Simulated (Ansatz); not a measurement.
**TiN+ (singlet): from Hartree-Fock to the top rungs at distance Ti1–N2 = 1.366 Å, def2-SVP**

An exercise on one series of results from a longer session: the logs are not shown, and one member is left open.

Computed with Ansatz 0.2.0, Gaussian basis. Level: def2-SVP, core rule «outside noble gas», up to 10 orbitals frozen.

To be run: UHF; CCSD(T) on RHF; CISD; CCSDT(Q) on RHF; CASSCF and MRCISD+Q, 2 electrons in 2 orbitals; CASSCF and NEVPT2, 2 electrons in 2 orbitals.

52 further runs of the same task are left out: 26 for a known fault of the program, 1 for a mislabelled method, 19 that didn't finish, 6 set aside as unsound or not needed.

### The geometry

The geometry derives from a PBE0/def2-TZVP stationary point (not a proven minimum). One bond is set to the value named and the two fragments are kept rigid.

2 atoms, charge 1, spin multiplicity 1.

Atoms are counted from 1 here; the program's logs count them from 0.

Bond lengths: Ti1–N2 1.366 Å.

The first run:

in.yaml

```yaml
crystal:
  periodic: [false, false, false]
  atoms:
    - {symbol: Ti, position_ang: [0.000000, 0.000000, 0.000000]}
    - {symbol: N, position_ang: [0.000000, 0.000000, 1.366000]}
basis:
  gaussian: {orbitals: def2-SVP}
total_charge: 1
magnetization: {spin_polarized: true, initial_magnetization: 0}
hamiltonian: {xc: hf}
output: {orbitals: {seedname: orbitals}}
```

Run with:

```bash
$ ansatz run in.yaml --threads 1 --pin off --events-out ev --progress --plain --max-ram 2393MiB
```

Steps of the session up to this table: UHF; CCSD(T) on RHF; CISD; CCSDT(Q) on RHF; CASSCF and MRCISD+Q, 2 electrons in 2 orbitals; CASSCF and NEVPT2, 2 electrons in 2 orbitals.

One table of the session follows, with a row left open; its other results are not shown here.

| method | from RCCSDT(Q) (kJ/mol) |
| --- | --- |
| RHF | +748.6 |
| RMP2 | -6.0 |
| RCCSD | +44.7 |
| RCCSD(T) | +5.4 |
| RCCSDT | +5.2 |
| RCCSDT(Q) | 0 |
| CASSCF pair | ? |
| NEVPT2 pair | -0.2 |
| MRCISD pair | +81.0 |
| MRCISD+Q pair | +23.5 |

Estimate the missing values for CASSCF pair.

**Answer.** from RCCSDT(Q) (kJ/mol): +679.6. In the column «from RCCSDT(Q) (kJ/mol)» it lies between MRCISD pair (+81.0) and RHF (+748.6).

Not comparable, so not listed: CISD (they don't share determinant, frozen orbitals or solution with the rows shown, or repeat one).
